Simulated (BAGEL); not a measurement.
**One shape, several levels: singlet CH5O2Si+**

We compute a comparison of 4 runs (HF/6-31G*, B3LYP/6-31G*, PBE0/6-31G*, RI-MP2/6-31G*) of singlet CH5O2Si+. 

The calculation is run with BAGEL 1.2.2.

1 further run of the same task is left out (set aside as unsound or not needed).

### Step 1. Starting point

CH5O2Si+: 9 atoms, total charge +1, spin state singlet. SMILES of the parent species: `[O]CO[SiH3]`. Geometry: relaxed at GFN2-xTB. This is one conformer, not always the lowest. That shape belongs to the parent species and isn't relaxed for this state.

Bond lengths: O1–C2 1.282 Å, C2–O3 1.378 Å, O3–Si4 1.649 Å, C2–H5 1.126 Å, C2–H6 1.126 Å, Si4–H7 1.462 Å, Si4–H8 1.461 Å, Si4–H9 1.456 Å. Some angles: O1–C2–O3 116.7°, C2–O3–Si4 116.1°, O1–C2–H5 112.3°, O1–C2–H6 112.4°, O3–C2–H5 106.7°, O3–C2–H6 106.7°, O3–Si4–H7 109.7°, O3–Si4–H8 109.8°, O3–Si4–H9 97.9°, H5–C2–H6 100.5°.

### Step 2. A single-point energy at HF/6-31G(d) (density fitting with qzvpp-jkfit, spherical functions) (run 1)

Input file input.json:

```json
{ "bagel": [

{
  "title": "molecule",
  "basis": "6-31gs.json",
  "df_basis": "qzvpp-jkfit",
  "angstrom": "true",
  "geometry": [
    { "atom": "O", "xyz": [       1.126120,      -0.488210,      -1.093340 ] },
    { "atom": "C", "xyz": [       1.192690,       0.400470,      -0.171550 ] },
    { "atom": "O", "xyz": [       0.063160,       0.583490,       0.595580 ] },
    { "atom": "Si", "xyz": [      -1.230350,      -0.370060,       0.223870 ] },
    { "atom": "H", "xyz": [       1.478790,       1.412470,      -0.572950 ] },
    { "atom": "H", "xyz": [       2.043280,       0.215510,       0.542560 ] },
    { "atom": "H", "xyz": [      -1.653380,      -0.111270,      -1.151540 ] },
    { "atom": "H", "xyz": [      -0.872830,      -1.776780,       0.391850 ] },
    { "atom": "H", "xyz": [      -2.147480,       0.134380,       1.235530 ] }
  ]
},

{
  "title": "hf",
  "charge": 1
},

{
  "title": "print",
  "file": "orbitals.molden",
  "orbitals": "true"
}

]}
```

The basis set 6-31G* is read from a file made from the Basis Set Exchange's data (not shown).

Command:

```
$ BAGEL_NUM_THREADS=1 BAGEL input.json > input.out
```

What it wrote:

```text
* using 1 threads per process

  ===============================================================
  ===============================================================

  *** Geometry ***

  { "atom" : "O", "xyz" : [      2.128058,     -0.922583,     -2.066113 ] },
  { "atom" : "C", "xyz" : [      2.253857,      0.756779,     -0.324183 ] },
  { "atom" : "O", "xyz" : [      0.119355,      1.102636,      1.125483 ] },
[... 5 lines of this table left out ...]
  { "atom" : "H", "xyz" : [     -4.058149,      0.253941,      2.334813 ] },

  Number of auxiliary basis functions:      447

  Since a DF basis is specified, we compute 2- and 3-index integrals:
    o Being stored without compression. Storage requirement is 0.018 GB

  Number of basis functions:       70
  Number of electrons      :       41

    * METHOD: MOLECULE                             0.17

  *** RHF ***

  === Nuclear Repulsion ===
   175.9856887652

      * DIIS with orbital gradients will be used.

  === RHF iteration (6-31gs.json) ===
      0       -478.65474187          0.02643684           0.04
      1       -478.77847295          0.02199587           0.04
      2       -478.91476524          0.00433015           0.04
[... 17 lines of this table left out ...]
     20       -478.93266315          0.00000001           0.04
    * SCF iteration converged.

    * Permanent dipole moment:
           (   -1.847838,    -0.521774,     0.373302) a.u.

    * METHOD: HF                                   0.98

    * METHOD: PRINT                                0.01

  ===============================================================
```

It took 1.3 s on 1 thread of Arm Neoverse V2, shared host; peak memory 0.094 GiB.

### Step 3. The energy at B3LYP/6-31G(d) (density fitting with qzvpp-jkfit, spherical functions) (run 2)

Input file input.json:

```json
{ "bagel" : [

{
  "title" : "molecule",
  "basis" : "6-31gs.json",
  "df_basis" : "qzvpp-jkfit",
  "angstrom" : true,
  "geometry" : [
    { "atom" : "O", "xyz" : [       1.126120,      -0.488210,      -1.093340 ] },
    { "atom" : "C", "xyz" : [       1.192690,       0.400470,      -0.171550 ] },
    { "atom" : "O", "xyz" : [       0.063160,       0.583490,       0.595580 ] },
    { "atom" : "Si", "xyz" : [      -1.230350,      -0.370060,       0.223870 ] },
    { "atom" : "H", "xyz" : [       1.478790,       1.412470,      -0.572950 ] },
    { "atom" : "H", "xyz" : [       2.043280,       0.215510,       0.542560 ] },
    { "atom" : "H", "xyz" : [      -1.653380,      -0.111270,      -1.151540 ] },
    { "atom" : "H", "xyz" : [      -0.872830,      -1.776780,       0.391850 ] },
    { "atom" : "H", "xyz" : [      -2.147480,       0.134380,       1.235530 ] }
  ]
},

{
  "title" : "ks",
  "xc_func" : "b3lyp",
  "charge" : 1
},

{
  "title" : "print",
  "file" : "orbitals.molden",
  "orbitals" : true
}

]}
```

The basis set 6-31G* is read from a file made from the Basis Set Exchange's data (not shown).

Command:

```
$ BAGEL_NUM_THREADS=1 BAGEL input.json > input.out
```

What it wrote:

```text
* using 1 threads per process

  ===============================================================
  ===============================================================

  *** Geometry ***

  { "atom" : "O", "xyz" : [      2.128058,     -0.922583,     -2.066113 ] },
  { "atom" : "C", "xyz" : [      2.253857,      0.756779,     -0.324183 ] },
  { "atom" : "O", "xyz" : [      0.119355,      1.102636,      1.125483 ] },
[... 5 lines of this table left out ...]
  { "atom" : "H", "xyz" : [     -4.058149,      0.253941,      2.334813 ] },

  Number of auxiliary basis functions:      447

  Since a DF basis is specified, we compute 2- and 3-index integrals:
    o Being stored without compression. Storage requirement is 0.018 GB

  Number of basis functions:       70
  Number of electrons      :       41

    * METHOD: MOLECULE                             0.17

  *** Kohn-Sham DFT ***

    * Removing 16800 points whose weight is below 1.00e-10
    * Grid points: 117354

  === Nuclear Repulsion ===
   175.9856887652

       - DIIS with orbital gradients will be used.

  === KS iteration (b3lyp / 6-31gs.json) ===
      0       -451.49564241          0.14615654           0.29
      1       -425.73320004          0.13984541           0.28
      2       -371.33003754          0.22367065           0.27
[... 25 lines of this table left out ...]
     28       -480.60790702          0.00000000           0.27
    * SCF iteration converged.

    * Permanent dipole moment:
           (   -0.797250,    -0.475638,    -0.106341) a.u.

    * METHOD: KS                                   8.53

    * METHOD: PRINT                                0.01

  ===============================================================
```

Run time: 9 s. Hardware: 1 thread of Arm Neoverse V2, shared host; peak memory 0.4 GiB.

Run 3 isn't shown in full; the table further down has it.

### Step 4. The energy at RI-MP2/6-31G(d) (density fitting with qzvpp-jkfit, spherical functions) (run 4)

Input file input.json:

```json
{ "bagel": [

{
  "title": "molecule",
  "basis": "6-31gs.json",
  "df_basis": "qzvpp-jkfit",
  "angstrom": true,
  "geometry": [
    { "atom": "O", "xyz": [       1.126120,      -0.488210,      -1.093340 ] },
    { "atom": "C", "xyz": [       1.192690,       0.400470,      -0.171550 ] },
    { "atom": "O", "xyz": [       0.063160,       0.583490,       0.595580 ] },
    { "atom": "Si", "xyz": [      -1.230350,      -0.370060,       0.223870 ] },
    { "atom": "H", "xyz": [       1.478790,       1.412470,      -0.572950 ] },
    { "atom": "H", "xyz": [       2.043280,       0.215510,       0.542560 ] },
    { "atom": "H", "xyz": [      -1.653380,      -0.111270,      -1.151540 ] },
    { "atom": "H", "xyz": [      -0.872830,      -1.776780,       0.391850 ] },
    { "atom": "H", "xyz": [      -2.147480,       0.134380,       1.235530 ] }
  ]
},

{
  "title": "hf",
  "charge": 1
},

{
  "title": "mp2",
  "charge": 1,
  "ncore": 8
}

]}
```

The basis set 6-31G* is read from a file made from the Basis Set Exchange's data (not shown).

Command:

```
$ BAGEL_NUM_THREADS=1 BAGEL input.json > input.out
```

What it wrote:

```text
* using 1 threads per process

  ===============================================================
  ===============================================================

  *** Geometry ***

  { "atom" : "O", "xyz" : [      2.128058,     -0.922583,     -2.066113 ] },
  { "atom" : "C", "xyz" : [      2.253857,      0.756779,     -0.324183 ] },
  { "atom" : "O", "xyz" : [      0.119355,      1.102636,      1.125483 ] },
[... 5 lines of this table left out ...]
  { "atom" : "H", "xyz" : [     -4.058149,      0.253941,      2.334813 ] },

[... 23 lines left out ...]
    * SCF iteration converged.
[... 1 line left out ...]
    * Permanent dipole moment:
[... 2 lines left out ...]
    * METHOD: HF                                   0.99

  *** RHF ***

  === Nuclear Repulsion ===
   175.9856887652

      * DIIS with orbital gradients will be used.

  === RHF iteration (6-31gs.json) ===
      0       -478.93266315          0.00000000           0.04
    * SCF iteration converged.

    * Permanent dipole moment:
           (   -1.847839,    -0.521774,     0.373303) a.u.

  === DF-MP2 calculation ===

    * freezing 8 orbitals
    * 3-index integral transformation done
    * assembly done

      MP2 correlation energy:   -0.5799250314      0.02

      MP2 total energy:       -479.5125881851

    * METHOD: MP2                                  0.12

  ===============================================================
```

It took 1.4 s on 1 thread of Arm Neoverse V2, shared host; peak memory 0.094 GiB.

### Step 5. Overview of the runs

```csv
run,level,frozen core orbitals,energy (Eh),HOMO energy (eV),LUMO energy (eV),HOMO–LUMO gap (eV),wall time
1,"HF/6-31G* (density fitting with qzvpp-jkfit, spherical functions)",–,-478.932663,-17.86,-9.91,7.94,1.3 s
2,"B3LYP/6-31G* (density fitting with qzvpp-jkfit, spherical functions)",–,-480.607907,-14.92,-12.79,2.13,9 s
3,"PBE0/6-31G* (density fitting with qzvpp-jkfit, spherical functions)",–,-480.251018,-15.13,-12.64,2.49,8.1 s
4,"RI-MP2/6-31G* (density fitting with qzvpp-jkfit, spherical functions)",8,-479.512588,–,–,–,1.4 s
```

### Step 6. Summary of results

```
                                          quantity          value
                               run 4: total energy  -479.51259 Eh
run 4: correlation energy (8 core orbitals frozen)     -579.9 mEh
```

In words: Over runs 1, 2, 3 the HOMO–LUMO gap runs from 2.13 eV (B3LYP/6-31G*) to 7.94 eV (HF/6-31G*). Exact exchange widens orbital gaps. Totals of different functionals can't be ranked against each other. All runs together took 20 s, the longest 9 s.
